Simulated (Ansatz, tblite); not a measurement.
**Fac-CrBr3(PH3)3 (Br₃CrH₉P₃): rung by rung**

The task here is to estimate one member of a computed series from the others.

The runs use Ansatz 0.2.0, Gaussian basis; as each input shows.

Plan: GFN1-xTB, GFN2-xTB, PBE-D4/def2-TZVP, r2SCAN-D4/def2-TZVP, HSE06-D4/def2-TZVP, B3LYP-D4/def2-TZVP, PBE-D4/def2-SVP, PBE0-D4/def2-SVP, HF/STO-3G, MP2/def2-TZVP.

2 further runs of the same task are left out: 2 set aside as unsound or not needed.

**The geometry**

The geometry is that of the quartet, from an earlier relaxation (PBE0-D4/def2-SVP).

16 atoms, charge 0, spin multiplicity 4.

Bond lengths: Cr1–Br2 2.439 Å, Cr1–P3 2.428 Å, Cr1–Br7 2.439 Å, Cr1–P8 2.428 Å, Cr1–Br12 2.439 Å, Cr1–P13 2.428 Å, P3–H4 1.423 Å, P3–H5 1.423 Å, P3–H6 1.410 Å, P8–H9 1.410 Å, P8–H10 1.423 Å, P8–H11 1.423 Å, P13–H14 1.410 Å, P13–H15 1.423 Å, P13–H16 1.422 Å. Angles: Br2–Cr1–P3 172.6°, Br2–Cr1–Br7 103.1°, Br2–Cr1–P8 81.6°, Br2–Cr1–Br12 103.1°, Br2–Cr1–P13 81.3°, P3–Cr1–Br7 81.3°, P3–Cr1–P8 93.5°, P3–Cr1–Br12 81.5°, P3–Cr1–P13 93.5°, Br7–Cr1–P8 172.6°, Br7–Cr1–Br12 103.1°, Br7–Cr1–P13 81.6°, P8–Cr1–Br12 81.3°, P8–Cr1–P13 93.5°, Br12–Cr1–P13 172.6°, Cr1–P3–H4 120.9°, Cr1–P3–H5 120.7°, Cr1–P3–H6 112.4° and more.

Formally the metal is d3. No spin-orbit coupling is included.

PBE0-D4/def2-TZVP was run before; its log isn't repeated, and its numbers join the tables.

Set-up of the first run:

Tight binding, by tblite at 300 K electronic temperature and without a spin-polarisation term:

```python
tblite.interface.Calculator('GFN1-xTB', numbers, positions, charge=0, uhf=3).singlepoint()
```

Tight binding, by tblite at 300 K electronic temperature and without a spin-polarisation term:

```python
tblite.interface.Calculator('GFN2-xTB', numbers, positions, charge=0, uhf=3).singlepoint()
```

start.molden holds the orbitals of an earlier run on this state, given as this run's starting guess.

The input, in.yaml:

```yaml
crystal:
  periodic: [false, false, false]
  atoms:
    - {symbol: Cr, position_ang: [0.528738, 0.562759, 0.581493]}
    - {symbol: Br, position_ang: [0.374199, 0.042710, 2.959138]}
    - {symbol: P, position_ang: [0.487766, 0.838429, -1.830741]}
    - {symbol: H, position_ang: [-0.721673, 1.156305, -2.509926]}
    - {symbol: H, position_ang: [0.948523, -0.199388, -2.687604]}
    - {symbol: H, position_ang: [1.304666, 1.903073, -2.264401]}
    - {symbol: Br, position_ang: [2.931275, 0.526804, 0.164957]}
    - {symbol: P, position_ang: [-1.887974, 0.400036, 0.754394]}
    - {symbol: H, position_ang: [-2.408352, 1.201865, 1.791400]}
    - {symbol: H, position_ang: [-2.517344, -0.840465, 1.055270]}
    - {symbol: H, position_ang: [-2.721868, 0.807727, -0.323737]}
    - {symbol: Br, position_ang: [-0.008668, 2.940297, 0.501332]}
    - {symbol: P, position_ang: [0.832281, -1.843075, 0.451751]}
    - {symbol: H, position_ang: [1.857535, -2.302987, 1.303825]}
    - {symbol: H, position_ang: [1.219680, -2.466189, -0.767409]}
    - {symbol: H, position_ang: [-0.218773, -2.727911, 0.820248]}
basis:
  gaussian: {orbitals: def2-TZVP, initial_orbitals: start.molden}
magnetization: {spin_polarized: true, initial_magnetization: 3}
hamiltonian: {xc: pbe, dispersion: d4}
scf: {omitted_lower_state_checks: [starts]}
output: {orbitals: {seedname: orbitals}}
```

Command:

```console
ansatz run in.yaml --threads 4 --pin off --events-out ev --progress --plain --max-ram 9574MiB
```

Steps of the session up to this table: PBE-D4/def2-TZVP; r2SCAN-D4/def2-TZVP; HSE06-D4/def2-TZVP; B3LYP-D4/def2-TZVP; PBE-D4/def2-SVP; PBE0-D4/def2-SVP; HF/STO-3G; MP2/def2-TZVP.

One table of the session follows, with a row left open; its other results are not shown here.

It belongs to the step «Binding energy». 

| level | binding an atom (eV) |
| --- | --- |
| HF/STO-3G | 2.852 |
| HF/def2-TZVP | 1.756 |
| PBE-D4/def2-SVP | ? |
| PBE-D4/def2-TZVP | 2.745 |
| r2SCAN-D4/def2-TZVP | 2.713 |
| B3LYP-D4/def2-TZVP | 2.721 |
| PBE0-D4/def2-SVP | 2.654 |
| PBE0-D4/def2-TZVP | 2.670 |
| HSE06-D4/def2-TZVP | 2.670 |
| MP2/def2-TZVP | 2.495 |

Q: Estimate the row for PBE-D4/def2-SVP from the others.

As computed: binding an atom (eV): 2.741. In the column «binding an atom (eV)» it lies between B3LYP-D4/def2-TZVP (2.721) and PBE-D4/def2-TZVP (2.745).

Limits of these values: Free atoms were run apart at each level; binding is atoms less cluster, divided by the number of atoms, without zero-point or spin-orbit terms.
